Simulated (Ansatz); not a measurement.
# SVWN5/STO-3G run of BF (SMILES [B]F)

What is the electronic atomisation energy of BF at SVWN5/STO-3G? 

The calculation is run with Ansatz 0.2.0.

35 further runs of the same task are left out: 1 that didn't finish, 34 set aside as unsound or not needed.

### 1 The molecule

BF: 2 atoms, total charge 0, spin state singlet. SMILES: `[B]F`. The shape is that of a PBE0-D4/def2-TZVP optimisation.

Bond lengths: B1–F2 1.263 Å.

### 2 The energy at SVWN5/STO-3G

job.yaml reads:

```yaml
crystal:
  periodic: [false, false, false]
  atoms:
    - {symbol: B, position_ang: [0.000000, -0.000000, -0.009350]}
    - {symbol: F, position_ang: [-0.000000, 0.000000, 1.253740]}
basis:
  gaussian: {orbitals: STO-3G}
hamiltonian: {xc: {name: SVWN5}}
accuracy: high
```

The run is started by

```sh
$ ansatz run job.yaml --threads 1 --pin off --max-ram 3480MiB --events-out events.jsonl --progress --plain --runs-dir runs
```

Log:

```text
Warning: RAYON_NUM_THREADS=1 ignored (pool sized by the plan → 1); use --threads N
Functional definition: SVWN5
  name "SVWN5"
  exchange = slater_x
  correlation = vwn5_c
149 factors; integrals over basis functions are off by at most 3.9e-8 eV
mean field evaluation 1: about -3316.1255 eV, gradient 2.6e1 eV
mean field evaluation 2: about -3313.9067 eV, gradient 3.3e1 eV
mean field evaluation 4: about -3317.8679 eV, gradient 2.9e-1 eV
mean field evaluation 8: about -3317.8491 eV, gradient 2.5e-4 eV
mean field evaluation 16: about -3317.8491 eV, gradient 2.3e-8 eV
mean field -3317.84914766 eV, -121.9287072577 hartree, gradient 2.3e-8 eV, S^2 0.000000; 0 other end points of the search recorded, 0 dependent functions left out
reference -3317.84914883 eV, -121.9287073006 hartree; 7, 7 occupied and 3, 3 virtual orbitals, 149 factors
Total energy: -3317.84914883 eV, -121.9287073006 hartree
```

It took 0.14 s on 1 thread of Intel Xeon 6975P-C (Granite Rapids), shared host.

### 3 The B atom at the same level

job.yaml reads:

```yaml
crystal:
  periodic: [false, false, false]
  atoms:
    - symbol: B
      position_ang: [0.000000, 0.000000, 0.000000]
basis:
  gaussian: {orbitals: STO-3G}
magnetization: {spin_polarized: true, initial_magnetization: 1}
hamiltonian: {xc: {name: SVWN5}}
accuracy: high
```

The run is started by

```sh
$ ansatz run job.yaml --threads 1 --pin off --max-ram 3480MiB --events-out events.jsonl --progress --plain --runs-dir runs
```

Log:

```text
Warning: RAYON_NUM_THREADS=1 ignored (pool sized by the plan → 1); use --threads N
[... 4 set-up lines as earlier in the session ...]
15 factors; integrals over basis functions are off by at most 8.9e-10 eV
mean field evaluation 1: about -652.0954 eV, gradient 8.9e-7 eV
mean field evaluation 2: about -652.0954 eV, gradient 2.2e-6 eV
mean field evaluation 4: about -652.0954 eV, gradient 3.6e-7 eV
mean field evaluation 8: about -652.0954 eV, gradient 0.0e0 eV
mean field evaluation 16: about -652.0518 eV, gradient 5.4e0 eV
mean field -652.09538022 eV, -23.9640632171 hartree, gradient 0.0e0 eV, S^2 0.750000; 2 other end points of the search recorded, 0 dependent functions left out
reference -652.09538135 eV, -23.9640632587 hartree; 3, 2 occupied and 2, 3 virtual orbitals, 15 factors
Total energy: -652.09538135 eV, -23.9640632587 hartree
```

Run time: 0.12 s. Hardware: 1 thread of Intel Xeon 6975P-C (Granite Rapids), shared host.

### 4 The F atom

molecule.yaml reads:

```yaml
crystal:
  periodic: [false, false, false]
  atoms:
    - {symbol: F, position_ang: [0.000000, 0.000000, 0.000000]}
basis:
  gaussian:
    orbitals: STO-3G
magnetization:
  spin_polarized: true
  initial_magnetization: 1
hamiltonian:
  xc: {name: SVWN5}
accuracy: high
```

Run the same way, it converges to -97.58875 Eh (log not shown).

### 5 Outcome

Level: SVWN5/STO-3G.

| quantity | value |
| --- | --- |
| molecule: total energy | -121.92871 Eh |
| B atom: total energy | -23.96406 Eh |
| B atom: ⟨S²⟩ | 0.750 |
| F atom: total energy | -97.58875 Eh |
| F atom: ⟨S²⟩ | 0.750 |
| electronic atomisation energy | 10.229 eV |

In words: Taking the molecule apart into free atoms costs 10.23 eV (987 kJ/mol), before zero-point energy and without spin-orbit coupling. In a minimal basis such a difference can be off by several eV, whatever the method.
